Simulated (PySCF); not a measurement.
**How the numerical set-up moves the result for GeSe⁻**

Aim: see how much the energy and properties of GeSe⁻ depend on the numerical set-up.

Computed with PySCF 2.14.0. Level: method and basis as typed in the scripts.

4 further runs of the same task are left out: 4 that didn't finish.

## Step 1: The system as given

GeSe⁻: 2 atoms, charge -1, spin multiplicity 2.

Bond lengths: Ge1–Se2 2.375 Å.

## Step 2: The base run

The input, input.py:

```python
from pyscf import gto, scf, mp

mol = gto.M(
    atom='Ge 0 0 0; Se 0 0 2.375',
    basis='ano-rcc-vdzp',
    charge=-1,
    spin=1,
    verbose=4,
)
mf = scf.UHF(mol)
mf = mf.sfx2c1e()
mf.kernel()
mp.MP2(mf).kernel()
mf.dip_moment()
print('orbital energies (hartree):', [e[max(0, n-3):n+3].round(4) for e, n in zip(mf.mo_energy, mol.nelec)])
```

Launch:

```
OMP_NUM_THREADS=1 python input.py
```

Its log is not repeated here.

It gives: E(SCF) = -4525.250008 Eh, E(MP2) − E(SCF) = -0.42757 Eh, ⟨S²⟩ = 0.791.

The bond length is a typed value, not an optimised one. The dipole of an ion depends on the origin.

## Step 3: Cartesian functions on

Edit 1 changes Cartesian functions: off → on.

The input, input.py:

```python
from pyscf import gto, scf, mp

mol = gto.M(
    atom='Ge 0 0 0; Se 0 0 2.375',
    basis='ano-rcc-vdzp',
    charge=-1,
    spin=1,
    cart=True,
    verbose=4,
)
mf = scf.UHF(mol)
mf = mf.sfx2c1e()
mf.kernel()
mp.MP2(mf).kernel()
mf.dip_moment()
print('orbital energies (hartree):', [e[max(0, n-3):n+3].round(4) for e, n in zip(mf.mo_energy, mol.nelec)])
```

Launch:

```
OMP_NUM_THREADS=1 python input.py
```

## Step 4: Spin-free X2C off

Edit 2 changes spin-free X2C: on → off.

input.py, as its differences from that of step 2:

```diff
@@ -10,3 +10,2 @@
 mf = scf.UHF(mol)
-mf = mf.sfx2c1e()
 mf.kernel()
```

## Step 5: Density fitting def2-universal-jkfit

Edit 3 changes density fitting: none → def2-universal-jkfit.

input.py, as its differences from that of step 2:

```diff
@@ -11,2 +11,3 @@
 mf = mf.sfx2c1e()
+mf = mf.density_fit(auxbasis='def2-universal-jkfit')
 mf.kernel()
```

What does the calculation give? Wanted: for each run, E(SCF); from base; gap, α spin; after the SCF.

The runs gave:

```csv
run,E(SCF) (hartree),from base (eV),cycles,"gap, α spin (eV)",functions,after the SCF
base,-4525.250008,0,16,6.80,54,MP2 correlation -11.635 eV
Cartesian functions on,-4525.252492,-0.0676,17,6.80,58,MP2 correlation -12.983 eV
spin-free X2C off (poor choice),-4443.332246,not comparable,17,6.79,54,MP2 correlation -11.756 eV
density fitting def2-universal-jkfit,-4525.251075,-0.0290,16,6.80,54,MP2 correlation -11.634 eV
```

In words: The largest comparable shift of the SCF energy, -0.068 eV, comes with the run “Cartesian functions on”. Rows marked «poor choice» come from settings spoiled on purpose.
